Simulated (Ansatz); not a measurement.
Runs of Ansatz 0.2.0 on NaLaMnMoO6. The typed cell holds 10 atoms: a = 5.432 Å, b = 5.507 Å, c = 5.716 Å, α = 64.76°, β = 88.96°, γ = 63.78°. The cell was built by a generator and needn't be a form met in nature.

```csv
potentials or basis,cutoff (eV),gap on the mesh (eV),pressure (GPa),moment (μB),largest force (eV/Å)
PseudoDojo standard (PBE files),1497,(a),-0.2,5.00,0.06
Ansatz NC,1497,0.18,0.0,5.00,0.02
SPMS NC,1034,(b),0.3,5.00,0.09
Ansatz PAW earlier set,900,0.17,0.0,5.00,0.02
JTH PAW,1800,0.17,0.6,5.00,0.05
```

Alike in all rows: task single point; level PBE; spin collinear, ferromagnetic start; cell as given; k mesh 6 × 6 × 5; smearing fermi-dirac 0.05 eV.

Problem. Estimate the missing entries.

Solution. (a) 0.20; (b) 0.21.

Caveats: odd divisions of the mesh miss points on the zone boundary, where band edges often lie, so the gap on the mesh can be too wide; spin-orbit coupling is left out, which moves the levels of the heavy elements; a cell with one magnetic atom can't hold antiferromagnetic order, which such compounds often take.

A k mesh can miss the band edges, and the runs leave out spin-orbit coupling on La, Mo.

Not every run made on this cell is shown here.
